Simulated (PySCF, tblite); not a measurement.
**C₄H₅FN₂: geometry, infrared bands, NMR shifts and spin-spin couplings**

Aim: predict the infrared bands, NMR shifts and spin-spin couplings of C₄H₅FN₂ (`Cn1nccc1F`).

The runs use tblite 0.8.0 and PySCF 2.14.0, with density-fitted response routines of our own; the level of theory stands in each step. All values are computed, except where a source is named. Atoms are numbered from 0 throughout.

## 1. The starting structure

12 atoms, charge 0, multiplicity 1; geometry from: force field or distance geometry start.

Bonds of the start (Å): C0–N1 1.44, N1–N2 1.33, N2–C3 1.33, C3–C4 1.38, C4–C5 1.38, C5–F6 1.38, C5–N1 1.34, C0–H7 1.11, C0–H8 1.11, C0–H9 1.10, C3–H10 1.09, C4–H11 1.08.

## 2. Optimising the geometry with GFN2-xTB

Job settings and geometry (Å):

```
{"job": {"kind": "relax", "xc": "GFN2-xTB", "basis": "xTB"}, "charge": 0, "multiplicity": 1}
C     -1.862100    -0.246100     0.085700
N     -0.420900    -0.176400     0.029000
N      0.413600    -1.210400     0.151600
C      1.683000    -0.827500     0.056800
C      1.650400     0.547000    -0.104400
C      0.319500     0.926600    -0.126700
F     -0.166300     2.205300    -0.278400
H     -2.168600    -1.149700    -0.489400
H     -2.185500    -0.442700     1.124900
H     -2.353800     0.625800    -0.375400
H      2.583000    -1.447000     0.117400
H      2.508800     1.194400    -0.217100
```

Run with:

```sh
$ OMP_NUM_THREADS=1 python probes_run.py task.json out
```

One launch serves the whole session: the jobs run in the order shown.

**Question.** This job is followed by: GFN2-xTB harmonic vibrations, gas phase; GIAO PBE0/pcSseg-1 NMR shielding, non-relativistic, gas phase; B3LYP/pcJ-1 indirect spin-spin coupling, non-relativistic, gas phase. What will the session give for the following? strongest single infrared mode (GFN2-xTB); zero-point energy (GFN2-xTB); ¹³C shifts against TMS (PBE0/pcSseg-1); ¹H shifts against TMS (PBE0/pcSseg-1, means over atoms taken as alike); ¹⁵N shifts against NH3 (PBE0/pcSseg-1); ¹⁹F shifts against CFCl3 (PBE0/pcSseg-1); largest coupling of the table (B3LYP/pcJ-1).

The runs gave:

| quantity | value |
| --- | --- |
| strongest single infrared mode (GFN2-xTB) | 1509 cm⁻¹, 94 km/mol |
| zero-point energy (GFN2-xTB) | 55.4 kcal/mol |
| ¹³C shifts against TMS (PBE0/pcSseg-1) | 163.4, 140.6, 91.0, 34.3 ppm |
| ¹H shifts against TMS (PBE0/pcSseg-1, means over atoms taken as alike) | 7.50, 5.75, 3.82 ppm |
| ¹⁵N shifts against NH3 (PBE0/pcSseg-1) | 325.9, 206.3 ppm |
| ¹⁹F shifts against CFCl3 (PBE0/pcSseg-1) | -146.3 ppm |
| largest coupling of the table (B3LYP/pcJ-1) | ¹J(C,F) C5–F6, -344.0 Hz |

**Reading.** Over 24 steps the energy fell by 0.326 eV; of the close pairs, C5–F6 changed most, 1.376 to 1.334 Å. The lowest mode is imaginary (49i cm⁻¹), so the xTB geometry is not a minimum. The strongest single mode, at 1509 cm⁻¹, is carried by C5, N1, C3. Unscaled tight-binding wavenumbers are off by several per cent, some by more. Its intensities can rank the bands wrongly. At PBE0/pcSseg-1: The largest span, 440 ppm, is at N2, where the paramagnetic term is -379 ppm. NICS(1)zz of -28 ppm above the planar ring from N1 marks a diatropic (aromatic) ring current. In the run at B3LYP/pcJ-1, the largest coupling of the table is C5–F6, -344.0 Hz, of which the Fermi-contact term gives -344.1 Hz.
